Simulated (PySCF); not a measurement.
# BGeH8NSi: electronic excitations and core binding energies

Wanted: the electronic excitations and core binding energies of BGeH8NSi (`[BH2][GeH2][NH][SiH3]`), by calculation.

The runs use PySCF 2.14.0, with density-fitted response routines of our own; the level of theory stands in each step. All values are computed, except where a source is named. Atoms are numbered from 0 throughout.

### Step 1. Starting geometry

12 atoms, charge 0, multiplicity 1; geometry from: GFN2-xTB.

Bonds of the start (Å): B0–Ge1 2.00, Ge1–N2 1.83, N2–Si3 1.73, B0–H4 1.17, B0–H5 1.17, Ge1–H6 1.52, Ge1–H7 1.51, N2–H8 1.01, Si3–H9 1.47, Si3–H10 1.46, Si3–H11 1.47.

### Step 2. TDDFT and polarisability: CAM-B3LYP/def2-SVPD

The job: settings as JSON, then the geometry in Å.

```
{"job": {"kind": "uv", "xc": "CAM-B3LYP", "basis": "def2-SVPD", "nstates": 8, "ntriplets": 3}, "charge": 0, "multiplicity": 1}
B      2.628181     0.385591     0.219944
Ge     0.894220    -0.604844     0.079512
N     -0.553300     0.509803     0.210245
Si    -2.224674     0.069181     0.189059
H      3.637875    -0.196055     0.252927
H      2.665537     1.550644     0.265231
H      0.716395    -1.427768    -1.188350
H      0.620180    -1.644511     1.140559
H     -0.364509     1.471372    -0.024403
H     -2.659760    -0.450730    -1.116444
H     -2.407907    -0.965379     1.206988
H     -2.951039     1.302010     0.503425
```

With the program's defaults for keys left out, this is: TDDFT CAM-B3LYP/def2-SVPD, vertical, gas phase, core orbitals frozen in the response.

On the command line:

```sh
$ OMP_NUM_THREADS=1 python probes_run.py task.json out
```

One launch serves the whole session: the jobs run in the order shown.

Output:

```text
coarse grid: 43904 points
cycle   1  E = -2450.4929628954  dE = -5.472e-01  |g| = 5.670e-01  |ddm| = 4.045e+00
cycle   2  E = -2450.4698534836  dE =  2.311e-02  |g| = 6.716e-01  |ddm| = 1.229e+00
cycle   3  E = -2450.5491875181  dE = -7.933e-02  |g| = 6.239e-02  |ddm| = 6.682e-01
cycle   4  E = -2450.5499713514  dE = -7.838e-04  |g| = 3.244e-02  |ddm| = 1.155e-01
cycle   5  E = -2450.5501328173  dE = -1.615e-04  |g| = 3.102e-03  |ddm| = 3.812e-02
cycle   6  E = -2450.5501360905  dE = -3.273e-06  |g| = 5.213e-04  |ddm| = 9.196e-03
final grid: 90144 points
cycle   7  E = -2450.5501224661  dE = -1.941e-07  |g| = 3.088e-04  |ddm| = 3.793e-03
cycle   8  E = -2450.5501224877  dE = -2.159e-08  |g| = 2.716e-04  |ddm| = 1.034e-03
cycle   9  E = -2450.5501225053  dE = -1.756e-08  |g| = 6.346e-05  |ddm| = 3.768e-04
cycle  10  E = -2450.5501225067  dE = -1.376e-09  |g| = 2.204e-05  |ddm| = 1.038e-04
cycle  11  E = -2450.5501225070  dE = -2.992e-10  |g| = 8.394e-06  |ddm| = 7.034e-05
converged SCF energy = -2450.5501225070

Static polarisability (au): isotropic 79.108, principal 66.720 75.204 95.400

Singlet excitations
state   eV       nm        f      main configurations
  1   4.0258    308.0   0.00473   H->L 0.85, H-1->L 0.13
  2   4.4308    279.8   0.00294   H-1->L 0.81, H->L 0.14
  3   5.6408    219.8   0.00074   H-4->L 0.47, H-6->L 0.33, H-2->L 0.13
  4   5.9262    209.2   0.00222   H->L+1 0.84, H->L+2 0.12
  5   6.4931    190.9   0.07697   H-2->L 0.62, H-3->L 0.17, H-5->L 0.12
  6   6.9164    179.3   0.00760   H-3->L 0.46, H-6->L 0.24, H->L+5 0.11
  7   6.9639    178.0   0.00747   H->L+5 0.46, H->L+2 0.23, H-3->L 0.10
  8   7.1062    174.5   0.02188   H->L+3 0.52, H->L+2 0.21, H->L+5 0.10

Triplet excitations (Tamm-Dancoff, eV): 3.4757 4.0008 4.9442
```

Wall time 31 s (1 thread of Arm Neoverse V1, shared host); peak memory 0.7 GiB.

The orbitals next to the gap, with their largest atomic shares:

```tsv
orbital	eV	atoms
HOMO−3	-10.78	Si3 27 %, H10 20 %, Ge1 12 %
HOMO−2	-10.67	Ge1 22 %, H7 19 %, Si3 17 %
HOMO−1	-10.01	B0 33 %, Ge1 27 %, N2 9 %
HOMO	-8.34	N2 56 %, Si3 10 %, Ge1 10 %
LUMO	-1.54	B0 54 %, Ge1 21 %, H5 10 %
LUMO+1	0.92	B0 21 %, Si3 20 %, Ge1 20 %
LUMO+2	1.27	B0 48 %, Ge1 11 %, Si3 8 %
```

With each of the 8 states as a Gaussian band of 0.4 eV half-width at 1/e, the curve within the window shown has maxima at 299 nm (ε 250), 189 nm (ε 3,400) L/(mol cm). Beyond the last state computed it falls off for lack of states. The curve at chosen wavelengths:

```tsv
nm	ε (L/mol/cm)
167	680
175	1821
183	2914
190	3413
198	2238
206	813
214	239
221	97
229	40
237	17
245	15
252	31
260	67
268	117
276	168
283	206
291	236
299	247
307	236
314	211
322	170
330	127
338	87
345	60
353	36
361	21
```

Further results of this job:

```tsv
property	computed
dipole moment (D)	1.58
polarisability (Å³)	11.72
HOMO–LUMO gap (eV)	6.80
−ε(HOMO) (eV)	8.34
```

### Step 3. Core-electron binding energies: SCAN, X2C

Same as in step 2 but for these lines:

```diff
@@ -1,2 +1,2 @@
-{"job": {"kind": "uv", "xc": "CAM-B3LYP", "basis": "def2-SVPD", "nstates": 8, "ntriplets": 3}, "charge": 0, "multiplicity": 1}
+{"job": {"kind": "xps"}, "charge": 0, "multiplicity": 1}
 B      2.628181     0.385591     0.219944
```

With the program's defaults for keys left out, this is: delta-SCF UKS SCAN, pcX-2 on the ionised atom, pcseg-1 elsewhere, spin-free X2C.

Output:

```text
ground state, core basis on atom 0 (B), 144 functions
  cycle   1  E = -2468.29471156  |g| = 5.08e-01
  cycle   2  E = -2467.93752890  |g| = 1.22e+00
  cycle   3  E = -2468.34413676  |g| = 1.58e-01
  cycle   4  E = -2468.35304341  |g| = 4.24e-02
  cycle   5  E = -2468.35353263  |g| = 1.48e-02
  cycle   6  E = -2468.35362104  |g| = 3.39e-03
  cycle   7  E = -2468.35362706  |g| = 7.17e-04
  cycle   8  E = -2468.35362401  |g| = 2.65e-04
  E(ground) = -2468.52183771 Eh
hole in B 1s of atom 0
  cycle   1  E = -2460.71203204  |g| = 1.14e+00
  cycle   2  E = -2458.72717371  |g| = 1.99e+00
  cycle   3  E = -2460.87109912  |g| = 6.51e-01
  cycle   4  E = -2460.18893138  |g| = 1.01e+00
  cycle   5  E = -2461.05690401  |g| = 3.36e-01
  cycle   6  E = -2461.08641846  |g| = 3.55e-01
  cycle   7  E = -2461.13121384  |g| = 2.71e-01
  cycle   8  E = -2461.14817615  |g| = 2.17e-01
  cycle   9  E = -2461.17742604  |g| = 8.32e-02
  cycle  10  E = -2461.18114705  |g| = 3.14e-02
  cycle  11  E = -2461.18173168  |g| = 2.14e-02
  cycle  12  E = -2461.18213924  |g| = 2.32e-03
  cycle  13  E = -2461.18211556  |g| = 5.97e-03
  cycle  14  E = -2461.18214285  |g| = 6.34e-04
  cycle  15  E = -2461.18214567  |g| = 4.62e-04
  E(ion) = -2461.34806438 Eh   <S^2> = 1.6779   hole on atom = 1.000   binding energy = 195.208 eV
ground state, core basis on atom 2 (N), 144 functions
  cycle   1  E = -2468.37927481  |g| = 7.29e-02
  cycle   2  E = -2468.37927540  |g| = 1.67e-02
  cycle   3  E = -2468.37925501  |g| = 1.85e-02
  cycle   4  E = -2468.37935922  |g| = 4.08e-03
  cycle   5  E = -2468.37936363  |g| = 5.24e-04
  cycle   6  E = -2468.37936392  |g| = 7.16e-05
  E(ground) = -2468.54370932 Eh
hole in N 1s of atom 2
  cycle   1  E = -2452.82393317  |g| = 1.87e+00
  cycle   2  E = -2452.07458627  |g| = 2.13e+00
  cycle   3  E = -2453.49122286  |g| = 3.92e-01
  cycle   4  E = -2453.54344791  |g| = 9.14e-02
  cycle   5  E = -2453.54741435  |g| = 2.43e-02
  cycle   6  E = -2453.54780378  |g| = 6.50e-03
  cycle   7  E = -2453.54783490  |g| = 1.93e-03
  cycle   8  E = -2453.54783733  |g| = 7.99e-04
  cycle   9  E = -2453.54783750  |g| = 2.37e-04
  E(ion) = -2453.71123822 Eh   <S^2> = 0.7663   hole on atom = 1.000   binding energy = 403.612 eV
ground state, core basis on atom 3 (Si), 155 functions
  cycle   1  E = -2468.46001797  |g| = 2.88e-01
  cycle   2  E = -2468.46013008  |g| = 3.98e-02
  cycle   3  E = -2468.46015387  |g| = 2.78e-02
  cycle   4  E = -2468.46024653  |g| = 7.00e-03
  cycle   5  E = -2468.46025557  |g| = 1.36e-03
  cycle   6  E = -2468.46025646  |g| = 1.34e-04
  E(ground) = -2468.58523774 Eh
hole in Si 1s of atom 3
  cycle   1  E = -2399.54398399  |g| = 4.35e+00
  cycle   2  E = -2399.46940849  |g| = 2.18e+00
  cycle   3  E = -2400.21155964  |g| = 7.62e-01
  cycle   4  E = -2400.56388483  |g| = 2.37e-01
  cycle   5  E = -2400.59018166  |g| = 1.13e-01
  cycle   6  E = -2400.59598551  |g| = 4.91e-02
  cycle   7  E = -2400.59702233  |g| = 1.29e-02
  cycle   8  E = -2400.59713103  |g| = 2.58e-03
  cycle   9  E = -2400.59713734  |g| = 7.19e-04
  cycle  10  E = -2400.59713718  |g| = 1.61e-04
  E(ion) = -2400.72976716 Eh   <S^2> = 0.7521   hole on atom = 1.000   binding energy = 1846.441 eV
hole in Si 2p of atom 3
  cycle   1  E = -2464.20238138  |g| = 1.24e+00
  cycle   2  E = -2464.09881462  |g| = 1.07e+00
  cycle   3  E = -2464.48505757  |g| = 2.46e-01
  cycle   4  E = -2464.51393346  |g| = 1.29e-01
  cycle   5  E = -2464.52080423  |g| = 5.51e-02
  cycle   6  E = -2464.52235661  |g| = 9.35e-03
  cycle   7  E = -2464.52240664  |g| = 2.75e-03
  cycle   8  E = -2464.52240976  |g| = 5.63e-04
  cycle   9  E = -2464.52241240  |g| = 1.57e-04
  E(ion) = -2464.65797807 Eh   <S^2> = 0.7518   hole on atom = 1.003   binding energy = 106.866 eV
  2p3/2 = 106.638 eV   2p1/2 = 107.262 eV
```

Run time: 35 s. Hardware: 1 thread of Arm Neoverse V1, shared host; peak memory 0.6 GiB.

Binding energies by hole, beside the orbital energy of the ground state; the difference holds orbital relaxation and, for a density functional, its self-interaction error:

```tsv
hole	stands for	environment	ΔSCF (eV; 2p as the shell's mean)	−ε (eV)	⟨S²⟩
B1s on B0	B0	boron bonded to Ge, 2 H	195.21 (doubtful)	181.0	1.678
N1s on N2	N2	nitrogen bonded to Ge, Si, H	403.61	385.1	0.766
Si1s on Si3	Si3	silicon bonded to N, 3 H	1846.44	1793.1	0.752
Si2p on Si3	Si3	silicon bonded to N, 3 H	106.85	95.9	0.752
```

Doubtful: the ion did not converge, its hole moved, or its ⟨S²⟩ is well above 0.75.

With the spin-orbit splitting: Si3 2p3/2 106.64, 2p1/2 107.26 eV. The table gives each 2p level as the mean over the whole 2p shell (two parts 2p3/2, one part 2p1/2), which differs a little from the single hole in the log.

### Step 4. What came out

```
                                quantity                        value
    lowest singlet (CAM-B3LYP/def2-SVPD)  4.03 eV (308 nm), f = 0.005
brightest single state of those computed  state 5, 6.49 eV, f = 0.077
                          lowest triplet                      3.48 eV
        N1s binding energies, SCAN/pcX-2                 N2 403.61 eV
       Si1s binding energies, SCAN/pcX-2               Si3 1846.44 eV
       Si2p binding energies, SCAN/pcX-2                Si3 106.85 eV
```

**Reading.** The lowest singlet, at 4.03 eV, is HOMO→LUMO 0.85, HOMO−1→LUMO 0.13 and is weak; of the 8 states computed, the strongest absorption comes from state 5 at 6.49 eV. The lowest triplet lies 0.55 eV below the lowest singlet (triplets in Tamm-Dancoff, singlets in full TDDFT).
